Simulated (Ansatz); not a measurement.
# Relaxation of K2LiAlF6

Aim: in K2LiAlF6, a database entry, slightly rescaled, relax the atoms in a fixed cell, then read levels, charges and fields where it ends.

Method: DFT, r2SCAN, no spin polarisation, plane waves, PAW, in Ansatz 0.2.0.

### Step 1. Geometry

It takes space group Fm-3m (No. 225, cubic). Conventional cell: a = 7.767 Å, b = 7.767 Å, c = 7.767 Å, α = 90.00°, β = 90.00°, γ = 90.00°. K (site symmetry -43m) is surrounded by 12 F at 2.75 Å. Li (site symmetry m-3m) has 6 F at 2.09 Å as nearest neighbours. Al (site symmetry m-3m) has 6 F at 1.79 Å as nearest neighbours. F (site symmetry 4mm) is surrounded by 1 Al at 1.79 Å and 1 Li at 2.09 Å.

The coordinates stand in the input below.

It starts from an earlier solution of the starting cell (checkpoint.read).

### Step 2. The relaxation

File input.yaml:

```yaml
crystal:
  lattice:
    - [0.0, 3.883314, 3.883314]
    - [3.883314, 0.0, 3.883314]
    - [3.883314, 3.883314, 0.0]
  atoms:
    - { symbol: K, position: [0.25, 0.25, 0.25] }
    - { symbol: K, position: [0.75, 0.75, 0.75] }
    - { symbol: Li, position: [0.5, 0.5, 0.5] }
    - { symbol: Al, position: [0.0, 0.0, 0.0] }
    - { symbol: F, position: [0.7689, 0.2311, 0.2311] }
    - { symbol: F, position: [0.2311, 0.7689, 0.2311] }
    - { symbol: F, position: [0.2311, 0.7689, 0.7689] }
    - { symbol: F, position: [0.7689, 0.2311, 0.7689] }
    - { symbol: F, position: [0.2311, 0.2311, 0.7689] }
    - { symbol: F, position: [0.7689, 0.7689, 0.2311] }
  symmetry: { tolerance: 0.0003 }
kpoints:
  mp_grid: { grid: [6, 6, 6], shift: [0, 0, 0] }
magnetization:
  spin_polarized: false
scf:
  occupations: { method: fermi_dirac, width: 0.0117 }
  lower_state_search: "off"
hamiltonian:
  pseudopotentials: { kind: paw }
  xc: r2scan
basis:
  ecutwfc: 500
  fft_grid_basis: typed
relax:
  max_steps: 60
  f_tol: 0.03
output:
  forces: true
  stress: true
  eigenvalues: true
  bader: true
  populations: true
  elf: true
  write_potential: true
  volumetric_format: npy
  dos:
    e_range: [-12, 8]
    de: 0.05
    projected: { site_lists: { Al: [Al], F: [F], K: [K], Li: [Li] } }
  write_density: true
checkpoint:
  read: saved_state
```

Launch:

```sh
> ansatz run input.yaml --threads 2 --pin off --max-ram 2560MiB --backend cpu --events-out ev --progress --plain --runs-dir out
```

What it wrote, cut to the lines that bear on the results:

```text
Warning: output.stress: scf.convergence.dr2_threshold = 1e-7 eV (the SCF's general default) is looser than the 1e-9 eV advised for a printed stress (1e-10 eV for each atom of the cell: 10). What an SCF threshold leaves in a stress goes as its square root, and in the free energy as the [...]
Warning: RAYON_NUM_THREADS=2 ignored (pool sized by the plan → 2); use --threads N
[...]
Pseudopotentials: kind: paw
Pseudopotential: K, paw, valence charge 9, recommended cutoff 500 eV (meta_gga), K.paw.azcp
Pseudopotential: Li, paw, valence charge 3, recommended cutoff 500 eV (meta_gga), Li.paw.azcp
Pseudopotential: Al, paw, valence charge 3, recommended cutoff 500 eV (meta_gga), Al.paw.azcp
Pseudopotential: F, paw, valence charge 7, recommended cutoff 500 eV (meta_gga), F.paw.azcp
Functional definition: r2SCAN
[...]
Crystal: 10 atoms, lattice volume = 117.122 Å³
Basis set: ecut = 500 eV, 2975 PW (Γ), exchange–correlation on 180×180×180 points (64 copies of the dense FFT grid, shifted against one another)
Bands: 43, of which v1, the nominal top of the filled ones, is band 33 counted from 1 (32 counted from 0)
Symmetry: 48 space group operations
Space group: Fm-3m (ITA 225), of the structure as read, at distance tolerance 1.5e-3 Å
k-points: 16 of 216
[...]
SCF iter   1: F=-8706.533503 eV  HF=-8706.530661 eV  |F-HF|=2.84e-3  |Δ(HF+E_count)|=         —  Δρ=6.91e-4  dr2=1.71e-4  dr2_τ=8.42e-4  ethr=4.05e-7  ⟨swp⟩=3.6  Hψ=5261  notcnv=0
[...]
relax step   1: F+E_penalty+E_count = -8706.53372543 eV  Δ(F+E_penalty+E_count) = +0.000e0 eV  max|allowed force component| = 4.656e-1 eV/Å  Δτ_max = 0.0000 Å  (5 SCF iters, accepted)
[...]
relax step   2: F+E_penalty+E_count = -8706.55296249 eV  Δ(F+E_penalty+E_count) = -1.924e-2 eV  max|allowed force component| = 2.714e-1 eV/Å  Δτ_max = 0.0087 Å  (4 SCF iters, dr2 threshold 1.35e-5 eV, accepted)
[...]
SCF iter   4: F=-8706.563069 eV  HF=-8706.563070 eV  |F-HF|=4.43e-7  |Δ(HF+E_count)|=   7.13e-6  Δρ=5.36e-5  dr2=1.87e-6  dr2_τ=2.23e-7  ethr=6.98e-9  ⟨swp⟩=14.5  Hψ=5025  notcnv=0
[...]
```

### Step 3. The log goes on

Output, continued, cut to the lines that bear on the results:

```text
relax step   3: F+E_penalty+E_count = -8706.56306918 eV  Δ(F+E_penalty+E_count) = -1.011e-2 eV  max|allowed force component| = 6.461e-3 eV/Å  Δτ_max = 0.0123 Å  (4 SCF iters, dr2 threshold 4.61e-6 eV, accepted)
[...]
relax step   4: F+E_penalty+E_count = -8706.56306939 eV  Δ(F+E_penalty+E_count) = -2.169e-7 eV  max|allowed force component| = 5.020e-3 eV/Å  Δτ_max = 0.0000 Å  (3 SCF iters, accepted)
[...]
SCF iter   2: F=-8706.563069 eV  HF=-8706.563069 eV  |F-HF|=9.73e-10  |Δ(HF+E_count)|=  6.44e-10  Δρ=2.03e-6  dr2=3.94e-9  dr2_τ=3.00e-10  ethr=1.71e-11  ⟨swp⟩=6.0  Hψ=3077  notcnv=0
[...]
SCF converged after 2 iterations
Free energy (F): -8706.563069 eV
[...]
E sigma→0 (E₀):  -8706.563069 eV
Fermi energy:    6.503435 eV
[...]
--- Forces (eV/Å), atoms counted from 1 ---
  atom   1  K     -0.00000000    -0.00000000     0.00000000
[...]
    - { symbol: F, position: [0.23380954665732082, 0.23380954665732082, 0.7661904533426792] }
    - { symbol: F, position: [0.7661904533426792, 0.7661904533426792, 0.2338095466573208] }
--- Löwdin populations: 10 sites ---
  site symbol       q [e]
     0      K      8.1026
     1      K      8.1026
     2     Li      2.1831
     3     Al      1.5803
     4      F      7.6233
     5      F      7.6233
     6      F      7.6233
     7      F      7.6233
     8      F      7.6233
     9      F      7.6233
  spilling = 0.004415 (of n_electrons = 66.000000)
--- Bader charges: 10 sites ---
  site symbol  charge [e]  shift [e]
     0      K      0.8889     0.0000
     1      K      0.8889     0.0000
     2     Li      0.9282     0.0006
     3     Al      2.6331     0.0022
     4      F     -0.8899     0.0003
     5      F     -0.8899     0.0003
     6      F     -0.8899     0.0003
     7      F     -0.8899     0.0003
     8      F     -0.8899     0.0003
     9      F     -0.8899     0.0003
  estimated error of the sums over rays = 1.5e-4 e
```

Wall time 43 s (2 threads of AMD EPYC 7B13 (Zen 3), shared host); peak memory 0.95 GiB.

Relaxation path:

| step | energy from step 1 (eV/cell) | largest force component (eV/Å) |
| --- | --- | --- |
| 1 | 0.0000 | 0.4656 |
| 2 | -0.0192 | 0.2714 |
| 3 | -0.0293 | 0.0065 |
| 4 | -0.0293 | 0.0050 |

Step 1 is the start. Step 4 solves the same geometry again.

The largest move, 0.02 Å, is shared by several atoms, F10 among them.

### Step 4. Total and projected density of states

States per cell by energy window, from dos.tsv and pdos.tsv (tetrahedra; eV from the Fermi level):

| from | to | total | F p |
| --- | --- | --- | --- |
| -7.0 | -6.5 | 2.87 | 2.72 |
| -6.5 | -6.0 | 6.12 | 5.89 |
| -6.0 | -5.5 | 4.86 | 4.71 |
| -5.5 | -5.0 | 8.25 | 8.10 |
| -5.0 | -4.5 | 5.92 | 5.85 |
| -4.5 | -4.0 | 0.00 | 0.00 |
| -4.0 | -3.5 | 0.00 | 0.00 |
| -3.5 | -3.0 | 0.00 | 0.00 |
| -3.0 | -2.5 | 0.00 | 0.00 |
| -2.5 | -2.0 | 0.00 | 0.00 |
| -2.0 | -1.5 | 0.00 | 0.00 |
| -1.5 | -1.0 | 0.00 | 0.00 |
| -1.0 | -0.5 | 0.00 | 0.00 |
| -0.5 | 0.0 | 0.00 | 0.00 |
| 0.0 | 0.5 | 0.00 | 0.00 |
| 0.5 | 1.0 | 0.00 | 0.00 |
| 1.0 | 1.5 | 0.00 | 0.00 |
| 1.5 | 2.0 | 0.00 | 0.00 |
| 2.0 | 2.5 | 0.00 | 0.00 |
| 2.5 | 3.0 | 0.00 | 0.00 |
| 3.0 | 3.5 | 0.00 | 0.00 |
| 3.5 | 4.0 | 0.00 | 0.00 |
| 4.0 | 4.5 | 0.00 | 0.00 |
| 4.5 | 5.0 | 0.05 | 0.00 |
| 5.0 | 5.5 | 0.17 | 0.01 |
| 5.5 | 6.0 | 0.28 | 0.02 |
| 6.0 | 6.5 | 0.45 | 0.03 |

On the mesh the valence top lies at -4.53 eV and the conduction bottom at 4.51 eV on this scale.

### Step 5. Charges

By element, from the tables in the log (a charge is positive for electrons lost): Löwdin charges also hold the electrons that the projection spills.

| element | atoms | Bader charge (e) | Bader volume (Å³) | Löwdin charge (e) |
| --- | --- | --- | --- | --- |
| K | 2 | +0.89 | 16.1 | +0.90 |
| Li | 1 | +0.93 | 3.1 | +0.82 |
| Al | 1 | +2.63 | 3.0 | +1.42 |
| F | 6 | -0.89 | 13.2 | -0.62 |

Löwdin charges rest on a small set of atomic orbitals that misses 0.4 % of the electrons, so they need not add up to the cell's charge and can differ from Bader's even in sign.

### Step 6. Real-space fields

Maps in the plane spanned by b and c at height 0.250 along a (axes of the input's cell), one cell: b runs left to right (17 points from zero), c bottom to top (17 points), 60° apart. These are the smooth PAW fields, not the true ones near the nuclei.

Valence density. Ten steps from '0' (0.03 e/Å³) to '9' (13.60 e/Å³), finer at the low end (step k begins (100^(k/10) - 1)/99 of the way up):
```
12321000012332111
13564200013565311
13688520013688631
12699841002599852
11379852001369863
10135652100135653
10012332000012332
00000110000000111
01221000000100000
13454200002221000
13566530013554200
13677752013688520
02577764102599841
00357765201379862
10135654200136653
10002333100012332
11100111001111111
```

ELF. Ten even steps from '0' (0.01) to '9' (0.88):
```
14774000015763000
37999720038998610
17978971028988960
05974895006974883
01797897103897896
10389997200489997
10026886100036885
00000132000000231
03662000001210000
28999710026775100
39999981038999720
08987997018988970
05996799206974894
00899899602897797
10189999600379997
00005898300015774
00100032001100131
```

Atoms within 0.2 Å of the plane, in fractions of b and c: K at (0.25, 0.25), F at (0.77, 0.23), F at (0.77, 0.77), F at (0.23, 0.77).

Along short contacts, where the density is least:

| contact | length (Å) | minimum at (fraction) | density (e/Å³) | ELF |
| --- | --- | --- | --- | --- |
| Li3–F5 | 2.067 | deep in a PAW sphere | – | – |
| K1–F5 | 2.749 | 0.53 | 0.094 | 0.02 |

```
fraction  Li3–F5   K1–F5
     0.2     2.2    2.86
     0.3   0.257    1.04
     0.4    0.11    0.26
     0.5   0.215  0.0962
     0.6    0.59    0.16
     0.7    1.81   0.598
     0.8    5.55    2.77
```

(Smooth valence density in e/Å³ at fractions of each contact.)

### Step 7. Results

| quantity | value |
| --- | --- |
| moves | 2 |
| energy gained | 2.9 meV/atom |
| largest move | 0.02 Å (F) |
| space group (0.01 Å), before / after | Fm-3m / Fm-3m |
| pressure left in the fixed cell | 1.2 GPa |
| gap (mesh) | 9.04 eV, direct |
| Bader charges | K +0.89, Li +0.93, Al +2.63, F -0.89 e |

In words: In the fixed cell the largest move of an atom is 0.02 Å; the energy fell by 2.9 meV per atom. With 48 symmetry operations imposed, the end may be a saddle point towards distortions that break them. The levels show a gap of 9.04 eV, direct at the points sampled; within 0.7 eV of the edges the states project mainly on F p (99 %) below and K s (48 %), F s (22 %) and Li s (15 %) above. A semilocal functional usually gives too small a gap. At the density minimum between K and F (2.75 Å) the ELF is 0.02 and the density 0.09 e/Å³, a closed-shell (ionic or weak) contact. Al loses most charge (+2.63 e on average) and F gains most (-0.89 e).

Keep in mind: the SCF threshold is loose for a stress.
